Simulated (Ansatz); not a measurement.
# Ta3N in Ansatz: the effect of functional

Ta3N:

```xyz
4
Lattice="3.0322 0.0000 0.0000 -1.5161 2.6260 0.0000 0.0000 0.0000 7.5241" Properties=species:S:1:pos:R:3 pbc="T T T"
Ta    1.5161    0.8753    6.2155
Ta    0.0000    1.7507    1.3087
Ta    0.0000    0.0000    3.7621
N     0.0000    0.0000    0.0000
```

The cell comes from a database or a generator and needn't be the stable form of this composition.

Alike in all runs:

```yaml
Program: Ansatz 0.2.0
Task: band structure
Potentials_or_basis: Ansatz PAW
k_mesh: 7 × 7 × 3
Occupations: fermi-dirac, width 0.05 eV
Spin: no spin polarisation
```

```tsv
functional	cutoff	pressure (GPa)	largest force (eV/Å)
LDA	420 eV (not typed: the program's choice for these potentials)	?	?
PBE	420 eV (not typed: the program's choice for these potentials)	-0.7	0.29
PBEsol	420 eV (not typed: the program's choice for these potentials)	-8.1	0.55
RPBE	420 eV (not typed: the program's choice for these potentials)	3.0	0.18
revPBE	420 eV (not typed: the program's choice for these potentials)	1.9	0.21
BLYP	420 eV (not typed: the program's choice for these potentials)	7.3	0.13
r2SCAN	500 eV (not typed: the program's choice for these potentials)	-3.9	0.23
```

Problem. What does the run with functional LDA give?

Solution. Pressure -13.3 GPa; largest force 0.69 eV/Å.

Caveats: the PAW data sets come from PBE, with cores solved anew for the run's functional, which leaves a small shift of forces and pressure (some runs).
